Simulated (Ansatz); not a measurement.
# CH₇BSi₂: a ladder of functionals and wavefunction methods

One table from this session's results is given with a row withheld; the runs are named, their logs left out.

Method: functionals in def2-TZVPP, the program's frozen cores in correlated methods; program: Ansatz 0.2.0, Gaussian basis.

The runs, in order: LDA (SPW92), PBE-D4, revPBE-D4, BLYP-D4, r2SCAN-D4, B97M-V, PBE0-D4, B3LYP-D4, r2SCANh-D4, r2SCAN0-D4, HSE06-D4, BHLYP-D4, CAM-B3LYP-D4, LC-ωPBE, ωB97X-V, ωB97M-V, B2PLYP, PBE-QIDH; CCSD(T)/def2-SVP; CCSD(T)/def2-TZVPP; MP2/def2-QZVPP; extrapolation to the limit; RPA on PBE.

## The geometry

An earlier PBE0-D4 in a triple-zeta def2 set relaxation fixed the geometry.

11 atoms, charge 0, spin multiplicity 1.

Atoms are counted from 1 here; the program's logs count them from 0.

Bond lengths: C1–B2 1.566 Å, C1–H5 1.092 Å, C1–H6 1.099 Å, C1–H7 1.092 Å, B2–Si3 1.907 Å, B2–Si4 1.907 Å, Si3–Si4 2.531 Å, Si3–H8 1.482 Å, Si3–H9 1.489 Å, Si4–H10 1.489 Å, Si4–H11 1.482 Å. Angles: B2–C1–H5 114.1°, B2–C1–H6 106.3°, B2–C1–H7 114.1°, H5–C1–H6 106.2°, H5–C1–H7 109.2°, H6–C1–H7 106.2°, C1–B2–Si3 130.2°, C1–B2–Si4 130.2°, Si3–B2–Si4 83.2°, B2–Si3–Si4 48.4°, B2–Si3–H8 124.3°, B2–Si3–H9 125.0°, Si4–Si3–H8 91.4°, Si4–Si3–H9 138.9°, H8–Si3–H9 110.7°, B2–Si4–Si3 48.4°, B2–Si4–H10 124.9°, B2–Si4–H11 124.3° and more.

The first run:

File in.yaml:

```yaml
crystal:
  periodic: [false, false, false]
  atoms:
    - {symbol: C, position_ang: [-0.263873, 1.793514, 0.099546]}
    - {symbol: B, position_ang: [-0.450599, 0.243045, -0.016589]}
    - {symbol: Si, position_ang: [0.018819, -1.148588, 1.199419]}
    - {symbol: Si, position_ang: [0.210337, -0.982934, -1.318803]}
    - {symbol: H, position_ang: [0.165577, 2.121757, 1.048841]}
    - {symbol: H, position_ang: [-1.271319, 2.229103, 0.051067]}
    - {symbol: H, position_ang: [0.301022, 2.238026, -0.723036]}
    - {symbol: H, position_ang: [-0.479212, -2.541349, 1.107016]}
    - {symbol: H, position_ang: [0.876877, -0.975433, 2.403888]}
    - {symbol: H, position_ang: [1.239010, -0.662826, -2.346595]}
    - {symbol: H, position_ang: [-0.281240, -2.371216, -1.484154]}
basis:
  gaussian: {orbitals: def2-TZVPP}
hamiltonian: {xc: lda}
output: {orbitals: {seedname: orbitals}}
```

Among the steps run: LDA; PBE-D4 (GGA); revPBE-D4 (GGA); BLYP-D4 (GGA); r2SCAN-D4 (meta-GGA); B97M-V (meta-GGA); PBE0-D4 (hybrid); B3LYP-D4 (hybrid); r2SCANh-D4 (hybrid); r2SCAN0-D4 (hybrid); HSE06-D4 (hybrid); BHLYP-D4 (hybrid); CAM-B3LYP-D4 (range-separated); LC-ωPBE (range-separated); ωB97X-V (range-separated); ωB97M-V (range-separated); B2PLYP (double hybrid); PBE-QIDH (double hybrid).

One table of the session follows, with a row left open; its other results are not shown here.

It belongs to the step «Frontier levels by functional». 

```
  functional  HOMO (eV)  LUMO (eV)  gap (eV)
 LDA (SPW92)      -5.78      -2.58      3.21
      PBE-D4      -5.66      -2.41      3.25
   revPBE-D4      -5.61      -2.34      3.27
     BLYP-D4      -5.46      -2.20      3.26
   r2SCAN-D4      -5.82      -2.23      3.59
      B97M-V      -5.84      -2.23      3.61
     PBE0-D4      -6.49      -1.55      4.94
    B3LYP-D4      -6.28      -1.67      4.60
  r2SCANh-D4      -6.13      -1.92      4.21
  r2SCAN0-D4      -6.60      -1.46      5.13
    HSE06-D4      -6.10      -1.93      4.18
    BHLYP-D4          ?          ?         ?
CAM-B3LYP-D4      -7.55      -0.38      7.16
     LC-ωPBE      -8.75       0.61      9.36
     ωB97X-V      -8.49       0.56      9.05
     ωB97M-V      -8.35       0.38      8.72
```

Estimate the missing values for BHLYP-D4.

Worked estimate for «HOMO (eV)». Against the share of exact exchange, BLYP-D4 (0, -5.46), B3LYP-D4 (0.2, -6.28) give a slope of -4.10 per unit share; at 0.5 the line stands at -7.51.

**Answer.** HOMO (eV): -7.12; LUMO (eV): -0.49; gap (eV): 6.63. In «HOMO (eV)» the line misses by -0.39.
